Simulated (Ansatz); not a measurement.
Task: Fermi-surface readings of Al2Cu, space group P4/mmm, with Ansatz's Python interface. Give the script and its output. Level of theory: PBEsol, PAW, the default cutoff (420 eV here), 5×5×7 k-points, cold smearing of 0.1 eV.

Contents of `POSCAR`:
```text
Al2Cu
1.0
   4.10518200    0.00000000    0.00000000
   0.00000000    4.10518200    0.00000000
   0.00000000    0.00000000    2.89131300
Al Cu
2 1
Direct
   0.50000000    0.00000000    0.50000000
   0.00000000    0.50000000    0.50000000
   0.00000000    0.00000000    0.00000000
```

`al2cu.py`
```python
'''Area of the Fermi surface of Al2Cu.'''

import ansatz as az
from ase.io import read


def main() -> None:
    atoms = read('POSCAR', format='vasp')
    cell = az.Crystal.from_ase(atoms)

    calculation = (
        cell.calculation()
        .functional('pbesol')
        .kpoints(mesh=(5, 5, 7))  # the mesh must be finer for metals
        .occupations(az.OccupationsMethod.COLD, width=0.1)  # fractional filling near the Fermi level
        .eigenstates(nscf_kmesh=(8, 8, 10), level_slopes=True)
    )
    surface = calculation.run().fermi_surface().to_plain()
    for way, reading in surface.items():
        if reading:
            rho_lambda = [f'{v:.3e}' for v in reading['resistivity_times_mean_free_path_ohm_m2']]
            print(f'{way:24s} area {reading["spin_summed_area_per_ang2"]:8.3f} 1/A^2  rho*lambda (ohm m^2) {rho_lambda}')


if __name__ == '__main__':
    main()
```

Output of `python al2cu.py`:
```text
DeckWarning: basis.ecutwfc = 420 eV, auto-derived from the records' recommended cutoffs: set by Al (normal level)
by_tetrahedra            area   30.389 1/A^2  rho*lambda (ohm m^2) ['1.017e-15', '1.017e-15', '9.854e-16']
by_slopes                area   31.986 1/A^2  rho*lambda (ohm m^2) ['1.085e-15', '1.085e-15', '7.722e-16']
on_every_second_point    area   24.014 1/A^2  rho*lambda (ohm m^2) ['1.156e-15', '1.156e-15', '1.595e-15']
```
(Warnings from the package without file and line.)

Notes:
- The run is spin-unpolarised.
- For a metal this k-point mesh is coarse: on a finer one energies can move by several to tens of meV an atom and pressures by half a GPa or more, differences at one mesh by less.
- This cell is a computed structure, which may not be the phase found in nature.
- The three readings differ by the mesh error.
- Run time: 3.5 s on 1 thread of Intel(R) Xeon(R) Platinum 8488C (Sapphire Rapids) (shared host), peak memory 0.44 GiB.

(Lines on the test bed's own set-up are left out of the output.)
